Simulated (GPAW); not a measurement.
# CH5Sn (SMILES [CH3][SnH2]): UPBEsol/plane waves (scalar-relativistic datasets, plane-wave cutoff 400 eV)

Aim: the energy along one coordinate of CH5Sn. Input form: an ASE script.

The results are computed with GPAW 26.7.0.

1 further run of the same task is left out (set aside as unsound or not needed).

### Step 1. Starting point

The species is CH5Sn (7 atoms), meant as a doublet with charge 0. SMILES: `[CH3][SnH2]`. The shape comes from GFN2-xTB, which is rough for such elements, and wasn't checked as a minimum.

Bond lengths: C1–Sn2 2.268 Å, C1–H3 1.084 Å, C1–H4 1.083 Å, C1–H5 1.083 Å, Sn2–H6 1.803 Å, Sn2–H7 1.803 Å. Angles: C1–Sn2–H6 104.7°, C1–Sn2–H7 104.6°, Sn2–C1–H3 110.7°, Sn2–C1–H4 110.5°, Sn2–C1–H5 105.6°, H6–Sn2–H7 97.9°, H3–C1–H4 109.9°, H3–C1–H5 110.1°, H4–C1–H5 110.0°.

### Step 2. The energy along one coordinate at UPBEsol/plane waves (scalar-relativistic datasets, plane-wave cutoff 400 eV)

The input, CH5Sn.py:

```python
from ase.io import Trajectory
from ase.io.zmatrix import parse_zmatrix
from gpaw import GPAW, PW, setup_paths
from gpaw.atom.configurations import parameters
from gpaw.atom.generator import Generator

zmat = """
C
Sn 1 r2
H 1 r3 2 a3
H 1 r4 3 a4 2 d4
H 1 r5 4 a5 3 d5
H 2 r6 1 a6 5 d6
H 2 r7 6 a7 1 d7
"""
values = dict(r2=2.267787, r3=1.083588, a3=110.70621, r4=1.083164, a4=109.85409, d4=-122.31042, r5=1.082971, a5=110.03703, d5=121.35197, r6=1.802832, a6=104.67931, d6=51.64257, r7=1.802868, a7=97.94282, d7=107.45172)
atoms = parse_zmatrix(zmat, defs=values)
atoms.center(vacuum=5.0)
atoms.set_initial_magnetic_moments([0.5, 0.5, 0.0, 0.0, 0.0, 0.0, 0.0])

for symbol in ['C', 'H', 'Sn']:
    Generator(symbol, xcname='PBEsol', scalarrel=True, nofiles=True, txt=None).run(**parameters[symbol])
setup_paths.insert(0, '.')

calc = GPAW(mode=PW(400),
            xc='PBEsol',
            occupations={'name': 'fermi-dirac', 'width': 0.0, 'fixmagmom': True},
            maxiter=120,
            symmetry='off',
            txt='CH5Sn.txt')
atoms.calc = calc

traj = Trajectory('scan.traj', 'w')
energies = []
for value in [1.95, 2.041, 2.132, 2.2, 2.268, 2.336, 2.404, 2.495, 2.631, 2.812]:
    atoms.set_distance(1, 0, value, fix=0, indices=[0, 2, 3, 4])
    energies.append(atoms.get_potential_energy())
    atoms.get_forces()
    traj.write(atoms)
    print(f'{value:8.3f} {energies[-1]:12.5f} {atoms.get_magnetic_moments().round(2)}')

print('Relative energies (eV):', [round(e - min(energies), 3) for e in energies])
```

The run is started by

```console
$ python3 -u CH5Sn.py | tee CH5Sn.out
```

Log:

```text
1.950    -28.46501 [ 0.03  0.27 -0.   -0.    0.01  0.02  0.02]
   2.041    -28.73372 [ 0.03  0.27 -0.   -0.    0.01  0.02  0.02]
   2.132    -28.83367 [ 0.03  0.27 -0.   -0.    0.01  0.02  0.02]
   2.200    -28.83222 [ 0.03  0.26 -0.   -0.    0.01  0.02  0.02]
   2.268    -28.78372 [ 0.04  0.26 -0.   -0.    0.01  0.02  0.02]
   2.336    -28.70058 [ 0.04  0.26 -0.   -0.    0.01  0.02  0.02]
   2.404    -28.59341 [ 0.04  0.25 -0.   -0.    0.01  0.02  0.02]
   2.495    -28.42332 [ 0.05  0.24 -0.   -0.    0.01  0.02  0.02]
   2.631    -28.13978 [ 0.06  0.23 -0.   -0.    0.    0.02  0.02]
   2.812    -27.75643 [ 0.08  0.21 -0.   -0.    0.    0.02  0.02]
Relative energies (eV): [np.float64(0.369), np.float64(0.1), np.float64(0.0), np.float64(0.001), np.float64(0.05), np.float64(0.133), np.float64(0.24), np.float64(0.41), np.float64(0.694), np.float64(1.077)]
```

CH5Sn.txt:

```text
__  _  _
 | _ |_)|_||  |
 |__||  | ||/\| - 26.7.0

units:  Angstrom and eV
cores:  1
OpenMP: False

Versions:
  Python: 3.12.14
  ASE:    3.29.0
  Numpy:  2.5.5
  Scipy:  1.18.1
  Libxc:  7.0.0

Input parameters:
  mode=PW(ecut=400.0),
  maxiter=120,
  occupations=Occupations(name='fermi-dirac', width=0.0, fixmagmom=True),
  symmetry=Symmetry(point_group=False, time_reversal=False),
  xc=XC(name='PBEsol')

Diagonalizing LCAO Hamiltonian
Converting LCAO to pw mode
         .-------------------------------.
        /|                               |
       / |                               |
      /  |                               |
     /   |                               |
    /    |                               |
   /     |                               |
  /      |                               |
 *       |                               |
 |       |               H               |
 |       |                               |
 |       |        HH                     |
 |       |         C    Hn               |
 |       |        H                      |
 |       |                               |
 |       .-------------------------------.
 |      /                               /
 |     /                               /
 |    /                               /
 |   /                               /
 |  /                               /
 | /                               /
 |/                               /
 *-------------------------------*

Atoms  # Å, Bohr magnetons
|   | symbol |        x |        y |        z |    initial magnetic moments |
|---|--------|----------|----------|----------|-----------------------------|
| 0 |      C | 5.700918 | 6.721348 | 5.861038 | ( 0.0000,  0.0000,  0.5000) |
| 1 |     Sn | 7.650918 | 6.721348 | 5.861038 | ( 0.0000,  0.0000,  0.5000) |
| 2 |      H | 5.317787 | 7.734943 | 5.861038 | ( 0.0000,  0.0000,  0.0000) |
| 3 |      H | 5.321618 | 6.184702 | 5.000000 | ( 0.0000,  0.0000,  0.0000) |
| 4 |      H | 5.409885 | 6.213788 | 6.772360 | ( 0.0000,  0.0000,  0.0000) |
| 5 |      H | 8.107771 | 5.000000 | 6.141125 | ( 0.0000,  0.0000,  0.0000) |
| 6 |      H | 8.105804 | 7.366721 | 7.481811 | ( 0.0000,  0.0000,  0.0000) |

Unit cell  # Å
| periodic |         x |         y |         z |   lengths |    angles |
|----------|-----------|-----------|-----------|-----------|-----------|
|       no | 13.107771 |  0.000000 |  0.000000 | 13.107771 | 90.000000 |
|       no |  0.000000 | 12.734943 |  0.000000 | 12.734943 | 90.000000 |
|       no |  0.000000 |  0.000000 | 12.481811 | 12.481811 | 90.000000 |

Number of symmetries: 1
Symmetry operations  # r_c * U_cc + t_c -> r_c
|   | kind |            matrix            |
|---|------|------------------------------|
| 0 |  E   |  1, 0, 0,  0, 1, 0,  0, 0, 1 |

BZ-sampling:
  Number of BZ points: 1
  Number of IBZ points: 1

  Monkhorst-Pack size: [1, 1, 1]
  Monkhorst-Pack shift: [0, 0, 0]

K-points  # in reciprocal-cell coordinates
|   |                                coordinates |     weight |
|---|--------------------------------------------|------------|
| 0 | (  0.00000000,   0.00000000,   0.00000000) | 1.00000000 |

Plane wave coefficients: 18918
Cutoff: 400.0 eV

Spin-components: 2 (collinear spins)
Bands:           18
Projectors:      26
Spin-degeneracy: 1
Datatype:        float64

  Storage: CPU
  Wave functions: 10_896_768 bytes (10_896_768 per core)
  Projectors: 9_080_640 bytes (9_080_640 per core)

Parallelization:
  kpt:    1
  domain: 1
  band:   1

Density:
  Valence electrons: 23.0
  Components: 2
  Grid points: [63 60 60]
  Charge: 0.0  # |e|

Potential:
  Grid points: [63 60 60]

species:
  C:
    name:    Carbon
    Z:       6.0
    valence: 4
    core:    2
    charge:  0.0  # [|e|]
    file:    C.PBEsol
    compensation charges:
      type: gauss
      rc: 0.20  # [Å]
      lmax: 2
    cutoffs:
      filter: 1.14  # [Å]
      core: 1.14  # [Å]
    projectors
    | kind |    occ | energy [eV] | rcut [Å] |
    |------|--------|-------------|----------|
    |   2s |  2.000 |     -13.648 |    0.635 |
    |   2p |  2.000 |      -5.232 |    0.635 |
    |    s |        |      13.563 |    0.635 |
    |    p |        |      21.979 |    0.635 |
    |    d |        |       0.000 |    0.635 |

    Using partial waves for C as LCAO basis

  Sn:
    name:    Tin
    Z:       50.0
    valence: 14
    core:    36
    charge:  0.0  # [|e|]
    file:    Sn.PBEsol
    compensation charges:
      type: gauss
      rc: 0.38  # [Å]
      lmax: 2
    cutoffs:
      filter: 2.23  # [Å]
      core: 2.35  # [Å]
    projectors
    | kind |    occ | energy [eV] | rcut [Å] |
    |------|--------|-------------|----------|
    |   5s |  2.000 |     -10.584 |    1.201 |
    |   5p |  2.000 |      -3.711 |    1.270 |
    |   4d | 10.000 |     -25.798 |    1.185 |
    |    s |        |      16.628 |    1.201 |
    |    p |        |      23.501 |    1.270 |
    |    d |        |       1.413 |    1.185 |

    Using partial waves for Sn as LCAO basis

  H:
    name:    Hydrogen
    Z:       1.0
    valence: 1
    core:    0
    charge:  0.0  # [|e|]
    file:    H.PBEsol
    compensation charges:
      type: gauss
      rc: 0.15  # [Å]
      lmax: 2
    cutoffs:
      filter: 0.85  # [Å]
      core: 0.53  # [Å]
    projectors
    | kind |    occ | energy [eV] | rcut [Å] |
    |------|--------|-------------|----------|
    |   1s |  1.000 |      -6.334 |    0.476 |
    |    s |        |      20.878 |    0.476 |
    |    p |        |       0.000 |    0.476 |

    Using partial waves for H as LCAO basis

Reference energy: -169020.087375  # eV

eigensolver:
  PPCG
  Converge bands: occupied
  niter=2

density mixing:
  MSR1-Mixer
  Pratt-step length: 0.05
  Maximum mixing coefficient: 0.75
  Old densities: 10
  SVD Regularization: 0.005
  Good broyden scale: 1.0
  Trust region scale: 1.0
  Backstep threshold: 4.0
  History deletion threshold: 6.0
  Fourier metric: weight=20.0, sigma=0.015

occupation numbers:
  Fixed magnetic moment: 1.000
  # Zero width

poisson solver:
  ecut: 3200.0  # eV

xc functional:
  name: PBEsol with 2 nearest neighbor stencil

Initialization done in: 7.258 s

convergence criteria:
- Maximum [total energy] change in last 3 cyles: 0.0005 eV / valence electron
- Maximum integral of absolute [dens]ity change: 0.0001 electrons / valence electron
- Maximum integral of absolute [eigenst]ate change: 4e-08 eV^2 / valence electron
maximum number of iterations: 120

SCF iterations
|iter     |     time |      energy | eigst |  dens |  magmom |
|---------|----------|-------------|-------|-------|---------|
|iter:   1| 00:00:09 |  -32.018996 | +0.42 |       |  +0.9916|
|iter:   2| 00:00:16 |  -31.275221 | -1.32 | -0.64 |  +0.9920|
|iter:   3| 00:00:23 |  -28.469345 | -0.64 | -0.68 |  +0.9971|
|iter:   4| 00:00:30 |  -28.460875 | -1.81 | -1.29 |  +0.9987|
|iter:   5| 00:00:37 |  -28.463080c| -2.53 | -1.63 |  +0.9997|
|iter:   6| 00:00:44 |  -28.464528c| -3.76 | -2.17 |  +0.9999|
|iter:   7| 00:00:51 |  -28.464982c| -4.33 | -2.50 |  +1.0000|
|iter:   8| 00:00:58 |  -28.465009c| -5.20 | -3.15 |  +1.0000|
|iter:   9| 00:01:05 |  -28.465014c| -6.12 | -3.58 |  +1.0000|
|iter:  10| 00:01:11 |  -28.465015c| -6.82 | -4.08c|  +1.0000|
|iter:  11| 00:01:18 |  -28.465015c| -7.77c| -4.54c|  +1.0000|

Converged in 11 steps
SCF loop duration: 70.806 s (6.437 s/step)
Energy contributions relative to reference atoms: (reference = -169020.087375)

Energy contributions:
  Kinetic:          38.255523
  Coulomb:         -39.447777
  Zero:              0.044977
  External:          0.000000
  Xc:              -27.317737
  Entropy:           0.000000
  Spinorbit:         0.000000
  ----------------------------
  Free energy:     -28.465015
  Extrapolated:    -28.465015

dipole moment: (-0.284193, 0.091199, -0.161642)  # |e|*Ang

Total magnetic moment: (0.000000, 0.000000, 1.000000)

Local magnetic moments
|        x |        y |         z |
|----------|----------|-----------|
| 0.000000 | 0.000000 |  0.029
[... cut ...]
  1.000 |
|          6 |       -11.698 |     1.000 |       -11.329 |     1.000 |
|          7 |        -9.426 |     1.000 |        -9.336 |     1.000 |
|          8 |        -9.385 |     1.000 |        -9.320 |     1.000 |
|          9 |        -7.183 |     1.000 |        -6.939 |     1.000 |
|         10 |        -6.533 |     1.000 |        -6.188 |     1.000 |
|         11 |        -5.183 |     1.000 |        -4.224 |     0.000 |
[... 4 lines of this table left out ...]
|         16 |         0.659 |     0.000 |         0.687 |     0.000 |
|         17 |         0.679 |     0.000 |         0.724 |     0.000 |

Gap: 2.708 eV
Transition (v -> c):
  (s=1, k=0, n=11, [0.00, 0.00, 0.00]) -> (s=0, k=0, n=12, [0.00, 0.00, 0.00])
No difference between direct/indirect transitions
vacuum-level: 0.229  # V

Forces  # eV/Ang
|        x |        y |        z |
|----------|----------|----------|
|  1.69105 |  0.07869 | -0.12086 |  # C    0
| -1.93308 | -0.52445 |  0.93412 |  # Sn   1
|  0.14307 |  0.66867 | -0.01104 |  # H    2
|  0.13564 | -0.34877 | -0.58565 |  # H    3
|  0.16773 | -0.35338 |  0.63970 |  # H    4
| -0.10473 |  0.49433 | -0.28763 |  # H    5
| -0.10279 | -0.00814 | -0.57317 |  # H    6

Force computation time: 2.012  # s
         .-------------------------------.
        /|                               |
       / |                               |
      /  |                               |
     /   |                               |
    /    |                               |
   /     |                               |
  /      |                               |
 *       |                               |
 |       |               H               |
 |       |                               |
 |       |      HH                       |
 |       |       C      Hn               |
 |       |      H                        |
 |       |                               |
 |       .-------------------------------.
 |      /                               /
 |     /                               /
 |    /                               /
 |   /                               /
 |  /                               /
 | /                               /
 |/                               /
 *-------------------------------*

Atoms  # Å, Bohr magnetons
|   | symbol |        x |        y |        z |    initial magnetic moments |
|---|--------|----------|----------|----------|-----------------------------|
| 0 |      C | 4.838918 | 6.721348 | 5.861038 | ( 0.0000,  0.0000,  0.0612) |
| 1 |     Sn | 7.650918 | 6.721348 | 5.861038 | ( 0.0000,  0.0000,  0.2319) |
| 2 |      H | 4.455787 | 7.734943 | 5.861038 | ( 0.0000,  0.0000, -0.0011) |
| 3 |      H | 4.459618 | 6.184702 | 5.000000 | ( 0.0000,  0.0000, -0.0010) |
| 4 |      H | 4.547885 | 6.213788 | 6.772360 | ( 0.0000,  0.0000,  0.0042) |
| 5 |      H | 8.107771 | 5.000000 | 6.141125 | ( 0.0000,  0.0000,  0.0189) |
| 6 |      H | 8.105804 | 7.366721 | 7.481811 | ( 0.0000,  0.0000,  0.0189) |

Unit cell  # Å
| periodic |         x |         y |         z |   lengths |    angles |
|----------|-----------|-----------|-----------|-----------|-----------|
|       no | 13.107771 |  0.000000 |  0.000000 | 13.107771 | 90.000000 |
|       no |  0.000000 | 12.734943 |  0.000000 | 12.734943 | 90.000000 |
|       no |  0.000000 |  0.000000 | 12.481811 | 12.481811 | 90.000000 |

Initialization done in: 3.948 s

convergence criteria:
- Maximum [total energy] change in last 3 cyles: 0.0005 eV / valence electron
- Maximum integral of absolute [dens]ity change: 0.0001 electrons / valence electron
- Maximum integral of absolute [eigenst]ate change: 4e-08 eV^2 / valence electron
maximum number of iterations: 120

SCF iterations
|iter     |     time |      energy | eigst |  dens |  magmom |
|---------|----------|-------------|-------|-------|---------|
|iter:   1| 00:08:43 |  -28.479017 | -0.70 |       |  +1.0205|
|iter:   2| 00:08:51 |  -28.339700 | -2.49 | -1.19 |  +1.0194|
|iter:   3| 00:08:56 |  -27.862033 | -1.79 | -1.24 |  +1.0132|
|iter:   4| 00:09:02 |  -27.765180 | -1.96 | -1.60 |  +1.0054|
|iter:   5| 00:09:08 |  -27.756598 | -3.26 | -1.91 |  +1.0038|
|iter:   6| 00:09:14 |  -27.756354c| -4.00 | -2.25 |  +1.0009|
|iter:   7| 00:09:19 |  -27.756377c| -5.19 | -2.72 |  +1.0003|
|iter:   8| 00:09:23 |  -27.756414c| -5.71 | -3.04 |  +1.0000|
|iter:   9| 00:09:31 |  -27.756427c| -6.04 | -3.42 |  +1.0000|
|iter:  10| 00:09:36 |  -27.756430c| -6.47 | -3.79 |  +1.0000|
|iter:  11| 00:09:42 |  -27.756430c| -7.44c| -4.31c|  +1.0000|

Converged in 11 steps
SCF loop duration: 60.392 s (5.490 s/step)
Energy contributions relative to reference atoms: (reference = -169020.087375)

Energy contributions:
  Kinetic:          20.874904
  Coulomb:         -25.663919
  Zero:              0.089330
  External:          0.000000
  Xc:              -23.056745
  Entropy:           0.000000
  Spinorbit:         0.000000
  ----------------------------
  Free energy:     -27.756430
  Extrapolated:    -27.756430

dipole moment: (-0.013265, 0.070743, -0.125138)  # |e|*Ang

Total magnetic moment: (0.000000, 0.000000, 0.999998)

Local magnetic moments
|        x |        y |         z |
|----------|----------|-----------|
| 0.000000 | 0.000000 |  0.083982 |  # C    0
| 0.000000 | 0.000000 |  0.208769 |  # Sn   1
| 0.000000 | 0.000000 | -0.001051 |  # H    2
| 0.000000 | 0.000000 | -0.001025 |  # H    3
| 0.000000 | 0.000000 |  0.003261 |  # H    4
| 0.000000 | 0.000000 |  0.017540 |  # H    5
| 0.000000 | 0.000000 |  0.017479 |  # H    6

Fermi levels: -3.151, -4.755
Eigenvalues  # (at kpt = [0.000, 0.000, 0.000])
| band index |      eig [eV] | occ [0-1] |      eig [eV] | occ [0-1] |
|------------|---------------|-----------|---------------|-----------|
|          0 |       -25.464 |     1.000 |       -25.371 |     1.000 |
|        ... |               |           |               |           |
|          4 |       -25.246 |     1.000 |       -25.199 |     1.000 |
|          5 |       -16.419 |     1.000 |       -16.203 |     1.000 |
|          6 |       -11.709 |     1.000 |       -11.370 |     1.000 |
|          7 |        -9.415 |     1.000 |        -9.306 |     1.000 |
|          8 |        -9.377 |     1.000 |        -9.287 |     1.000 |
|          9 |        -7.205 |     1.000 |        -6.981 |     1.000 |
[... 6 lines of this table left out ...]
|         16 |         0.607 |     0.000 |         0.650 |     0.000 |
|         17 |         0.678 |     0.000 |         0.724 |     0.000 |

Gap: 2.295 eV
Transition (v -> c):
  (s=1, k=0, n=11, [0.00, 0.00, 0.00]) -> (s=0, k=0, n=12, [0.00, 0.00, 0.00])
No difference between direct/indirect transitions
vacuum-level: 0.228  # V

Forces  # eV/Ang
|        x |        y |        z |
|----------|----------|----------|
|  1.32099 |  0.05368 | -0.07561 |  # C    0
| -1.86257 | -0.45260 |  0.80609 |  # Sn   1
|  0.23823 |  0.70542 | -0.01639 |  # H    2
|  0.23176 | -0.36333 | -0.61949 |  # H    3
|  0.26021 | -0.36097 |  0.65383 |  # H    4
| -0.09717 |  0.45953 | -0.23684 |  # H    5
| -0.09542 | -0.03386 | -0.51722 |  # H    6

Force computation time: 2.480  # s

timing:  # [seconds]
  Total:  584.474  # ━━━━━━━━━━━━━━━━━━━━━━━━━━━━━━━━━━━━━━━━━━━━━━━━━━━━━━━━
  Init:     7.258  # ╸
  SCF:    518.036  # ━━━━━━━━━━━━━━━━━━━━━━━━━━━━━━━━━━━━━━━━━━━━━━━━━╸
  Forces:  21.847  # ━━
  Move:    34.769  # ━━━╸
```

Run time: 9.8 min. Hardware: 1 thread of Intel Xeon at 2.50GHz (Skylake/Cascade Lake), shared host; peak memory 0.8 GiB.

The scan, from its lowest point:

| Sn2–C1 (Å) | energy (kJ/mol) |
| --- | --- |
| 1.950 | 35.6 |
| 2.041 | 9.6 |
| 2.132 | 0.0 |
| 2.200 | 0.1 |
| 2.268 | 4.8 |
| 2.336 | 12.8 |
| 2.404 | 23.2 |
| 2.495 | 39.6 |
| 2.631 | 67.0 |
| 2.812 | 103.9 |
